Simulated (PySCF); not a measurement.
# GaS⁺ (triplet) at other levels of theory

Aim: see what other levels and later steps give for GaS⁺ (triplet).

Program: PySCF 2.14.0. Level of theory: each script names its method and basis. These are calculated values, not measurements.

3 further runs of the same task are left out: 3 that didn't finish.

### 1 Starting geometry

GaS⁺ (triplet): 2 atoms, charge 1, spin multiplicity 3.

Bond lengths: Ga1–S2 2.405 Å.

### 2 The base run

input.py

```python
from pyscf import gto, scf, mp

mol = gto.M(
    atom='Ga 0 0 0; S 0 0 2.405',
    basis='pcseg-1',
    charge=1,
    spin=2,
    verbose=4,
)
mf = scf.UHF(mol)
mf.kernel()
mp.MP2(mf).kernel()
mf.dip_moment()
print('orbital energies (hartree):', [e[max(0, n-3):n+3].round(4) for e, n in zip(mf.mo_energy, mol.nelec)])
```

On the command line:

```bash
OMP_NUM_THREADS=1 python input.py
```

### 3 MP2

Variant 1 changes frozen orbitals: none → 14.

input.py, as its differences from that of step 2:

```diff
@@ -11,3 +11,3 @@
 mf.kernel()
-mp.MP2(mf).kernel()
+mp.MP2(mf, frozen=14).kernel()
 mf.dip_moment()
```

### 4 Frequency run

Variant 2 changes step after the SCF: mp2 → frequency.

input.py, as its differences from that of step 2:

```diff
@@ -1,2 +1,3 @@
-from pyscf import gto, scf, mp
+from pyscf import gto, scf
+from pyscf.hessian import thermo
 
@@ -11,3 +12,4 @@
 mf.kernel()
-mp.MP2(mf).kernel()
+hess = mf.Hessian().kernel()
+print('wavenumber (cm^-1) =', thermo.harmonic_analysis(mol, hess)['freq_wavenumber'].round(1))
 mf.dip_moment()
```

### 5 Pbesol (UKS)

Variant 3 changes functional: none (Hartree–Fock) → pbesol; SCF type: UHF → UKS; step after the SCF: mp2 → analyze.

input.py

```python
from pyscf import gto, dft

mol = gto.M(
    atom='Ga 0 0 0; S 0 0 2.405',
    basis='pcseg-1',
    charge=1,
    spin=2,
    verbose=4,
)
mf = dft.UKS(mol, xc='pbesol')
mf.kernel()
mf.analyze()
print('orbital energies (hartree):', [e[max(0, n-3):n+3].round(4) for e, n in zip(mf.mo_energy, mol.nelec)])
```

Q: Predict the outcome of this session. Wanted: for each run, E(SCF); from base; gap, α spin; after the SCF.

The runs gave:

```csv
run,E(SCF) (hartree),from base (eV),cycles,"gap, α spin (eV)",after the SCF
base,-2320.214924,0,12,11.82,MP2 correlation -3.820 eV
MP2,-2320.214924,0.0000,12,11.82,"MP2 correlation -3.482 eV, core frozen"
frequency run,-2320.214924,0.0000,12,11.82,highest mode 51 cm⁻¹
pbesol (UKS),-2319.956186,not comparable,13,4.02,n/a
```

What this shows: Total energies of different functionals can't be compared with each other; differences within one functional can. The dearest run is “frequency run”, at 29 s against 2.1 s.
